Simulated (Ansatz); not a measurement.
# ScPt: the cost of one run

Program: Ansatz 0.2.0. Level of theory: DFT PBEsol, frozen-core PAW and all-electron LAPW, scalar-relativistic unless said. These are calculated values, not measurements.

1 further run of the same task is left out (it didn't finish).

**1. The system as given**

Symmetry: Pm-3m, No. 221, cubic system. Conventional cell: a = 3.270 Å, b = 3.270 Å, c = 3.270 Å, α = 90.00°, β = 90.00°, γ = 90.00°. Around Sc (site symmetry m-3m) lie 8 Pt at 2.83 Å. Around Pt (site symmetry m-3m) lie 8 Sc at 2.83 Å.

Coordinates:

```xyz
2
Lattice="3.2700 0.0000 0.0000 0.0000 3.2700 0.0000 0.0000 0.0000 3.2700" Properties=species:S:1:pos:R:3 pbc="T T T"
Sc    1.6350    1.6350    1.6350
Pt    0.0000    0.0000    0.0000
```

Cartesian axes are those of the input's lattice vectors. The structure goes back to a database entry.

**2. Cell and atoms relaxed, PAW**

Contents of input.yaml:

```yaml
crystal:
  lattice:
    - [3.27, 0.0, 0.0]
    - [0.0, 3.27, 0.0]
    - [0.0, 0.0, 3.27]
  atoms:
    - { symbol: Sc, position: [0.5, 0.5, 0.5] }
    - { symbol: Pt, position: [0.0, 0.0, 0.0] }
kpoints:
  mp_grid: { grid: [14, 14, 14] }
scf:
  occupations: { method: fermi_dirac, width: 0.08 }
hamiltonian:
  xc: pbesol
  pseudopotentials: { kind: paw }
relax:
  f_tol: 0.002
  max_steps: 80
  cell: {}
output:
  forces: true
  stress: true
```

Launch:

```sh
ansatz run input.yaml --threads 1 --pin off --max-ram 2560MiB --backend cpu --events-out ev --progress --plain --runs-dir out
```

Q: Estimate wall time and peak memory on 1 thread of Arm Neoverse V2, shared host.

About 12 s, with a peak of 0.37 GiB.
